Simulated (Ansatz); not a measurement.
**AsH2+ (singlet): PBE0, B3LYP, r2SCANh over a scan of the scale of all distances, cc-pVDZ**

How well do these functionals follow the top wave-function level for AsH2+ (singlet) over a scan of the scale of all distances?

Computed with Ansatz 0.2.0, Gaussian basis. Level: cc-pVDZ, all electrons in the functionals.

Plan: PBE0, B3LYP, r2SCANh, at 0.879; 1.000; 1.109; 1.307; 1.519; 1.778; 1.999; 2.429.

15 further runs of the same task are left out: 8 that didn't finish, 7 set aside as unsound or not needed.

### Step 1. The system

The geometry derives from a PBE0/def2-TZVP stationary point (not a proven minimum). All distances are scaled together. No spin-orbit coupling is included. The filled d shell of As may be among the frozen orbitals whatever the setting's name suggests; the logs give the count.

3 atoms, charge 1, spin multiplicity 1.

Atoms are counted from 1 here; the program's logs count them from 0.

Bond lengths: As1–H2 1.530 Å, As1–H3 1.530 Å. Angles: H2–As1–H3 91.0°.

No dispersion term is added. B3LYP takes the VWN-RPA correlation.

The geometry shown and the zero of energy belong to the point 1.000. The yardstick, FCI, and other wave-function levels (R restricted, U unrestricted, valence and pair active spaces) come from earlier runs.

### Step 2. PBE0, 0.879

Input file in.yaml:

```yaml
crystal:
  periodic: [false, false, false]
  atoms:
    - {symbol: As, position_ang: [0.000000, -0.024705, 0.000000]}
    - {symbol: H, position_ang: [0.000000, 0.918197, -0.958901]}
    - {symbol: H, position_ang: [0.000000, 0.918195, 0.958902]}
basis:
  gaussian: {orbitals: cc-pVDZ}
total_charge: 1
magnetization: {spin_polarized: true, initial_magnetization: 0}
hamiltonian: {xc: {name: PBE0}}
output: {orbitals: {seedname: orbitals}}
```

Started as:

```
> ansatz run in.yaml --threads 1 --pin off --events-out ev --progress --plain --max-ram 2393MiB
```

The runs that follow: PBE0, 1.000; PBE0, 1.109; PBE0, 1.307; PBE0, 1.519; PBE0, 1.778; PBE0, 1.999; PBE0, 2.429; B3LYP, 0.879; B3LYP, 1.000; B3LYP, 1.109; B3LYP, 1.307; B3LYP, 1.519; B3LYP, 1.778; B3LYP, 1.999; B3LYP, 2.429; r2SCANh, 0.879; r2SCANh, 1.000; r2SCANh, 1.109; r2SCANh, 1.307; r2SCANh, 1.519; r2SCANh, 1.778; r2SCANh, 1.999; r2SCANh, 2.429.

Before running them: what should the planned runs give, taken together? Wanted: span of the FCI curve; largest miss, PBE0; largest miss, B3LYP; largest miss, r2SCANh.

As calculated:

| quantity | value |
| --- | --- |
| span of the FCI curve | 579.5 kJ/mol |
| largest miss, PBE0 | +41.9 kJ/mol (1.519) |
| largest miss, B3LYP | +27.6 kJ/mol (1.778) |
| largest miss, r2SCANh | +35.6 kJ/mol (1.519) |

In words: Of the functionals, B3LYP keep the smallest largest miss at the points compared (at most 27.6 kJ/mol) and PBE0 strays most (41.9 kJ/mol, at 1.519). PBE0, B3LYP, r2SCANh clearly break the spin symmetry at some points (⟨S²⟩ up to 1.98 above the pure value), so energy there is bought with a mixed spin. Functionals and the yardstick converge differently with the basis, so part of each miss in cc-pVDZ is the basis.
